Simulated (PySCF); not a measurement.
**SnH+: from the state search to spectroscopic constants**

One table from this session's results is given with a row withheld; the runs are named, their logs left out.

Method: Sn def2-SVPD with ECP28, H def2-SVPD, scalar-relativistic core potentials; program: PySCF 2.14.0.

The first run:

Settings of the job:

- atoms: Sn, H
- charge: 1
- basis: Sn def2-SVPD with ECP28, H def2-SVPD
- Hamiltonian: scalar-relativistic core potentials
- basis functions: 40
- electrons treated: 22
- masses in u: 119.9022, 1.0078
- levels: PBE0, PBE, r²SCAN, B3LYP, PBEsol, PW91, LC-ωPBE, HF, MP2, SCS-MP2, CCSD, CCSD(T)
- grid: 80 radial by 434 angular points
- occupations: held fixed by the projection of orbital angular momentum
- dissociation limit: Sn+ + H, each in its ground configuration
- starting distance in angstrom: 1.770
- values of 2S to try: 0, 2

Run with:

```bash
$ OMP_NUM_THREADS=1 python dia.py task.json out
```

Among the steps run: Set-up; The PBE0 curve of the state that the search chose; Higher solutions at PBE0; PBE (GGA); r²SCAN (meta-GGA); B3LYP; PBEsol (GGA); PW91 (GGA); LC-ωPBE; RHF (mean field); MP2 and coupled cluster.

One of the session's tables, all rows but one given; the rest of the session is left out.

```
      level  Re (Å)  ωe (cm⁻¹)  De (eV)
        RHF   1.752       1919     1.82
    RHF-MP2   1.752       1876     2.49
RHF-SCS-MP2   1.755       1865     2.58
   RHF-CCSD   1.762       1811     2.65
RHF-CCSD(T)   1.764       1801     2.67
        PBE   1.791       1739     2.72
     PBEsol       ?          ?        ?
       PW91   1.788       1747     2.74
     r²SCAN   1.770       1806     2.72
      B3LYP   1.779       1785     2.77
       PBE0   1.771       1814     2.67
    LC-ωPBE   1.749       1902     2.62
```

Q: Estimate the row for PBEsol from the others.

The run gave: Re (Å): 1.787; ωe (cm⁻¹): 1746; De (eV): 2.85. In the column «Re (Å)» it lies between B3LYP (1.779) and PW91 (1.788).
